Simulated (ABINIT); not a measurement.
Runs of ABINIT 10.8.3 (patched build) on MoN2. The structure is tetragonal, space group P4/mbm (No. 127). The conventional cell has a = 4.348 Å, b = 4.348 Å, c = 2.767 Å, α = 90.00°, β = 90.00°, γ = 90.00°. Mo (site symmetry 4/m) is surrounded by 8 N at 2.24 Å. N (site symmetry m2m) is surrounded by 1 N at 1.37 Å. Measurements of this composition are mostly on another form, of space group No. 160.

```tsv
level	potentials or basis	k mesh	cutoff (eV)	fine-grid cutoff	mesh quality	gap on the mesh (eV)	pressure (GPa)	largest force (eV/Å)
PBEsol	PseudoDojo NC SR PBEsol v0.4.1 standard	6 × 6 × 10	1143	-	not flagged	none	(b)	(a)
r2SCAN	JTH PAW PBE v2.0	6 × 6 × 10	844	1442.2 eV	not flagged	none	-4.7	0.06
LDA	JTH PAW LDA v2.0	6 × 6 × 10	707	1306.15 eV	not flagged	none	-21.3	0.16
TB-mBJ	JTH PAW LDA v2.0	4 × 4 × 7	844	1442.2 eV	coarse	none	-	-
```

Alike in all rows: task band structure; no spin polarisation; cell as given; smearing fermi-dirac 0.05 eV.

Question: Fill in the values left out.

Answer: (a) 0.23; (b) -13.2.

Caveats: some runs use coarse meshes; the PAW data sets were made with another functional, which shifts forces and pressure a little (some runs); the constant c of TB-mBJ comes from the pseudo density here, which moves gaps by up to 0.3 eV between sets of potentials (some runs).

A k mesh can miss the band edges, and the runs leave out spin-orbit coupling on Mo.

A gap of «none» marks a metal or a gap under the smearing width.

Runs at the PBE level aren't shown here.
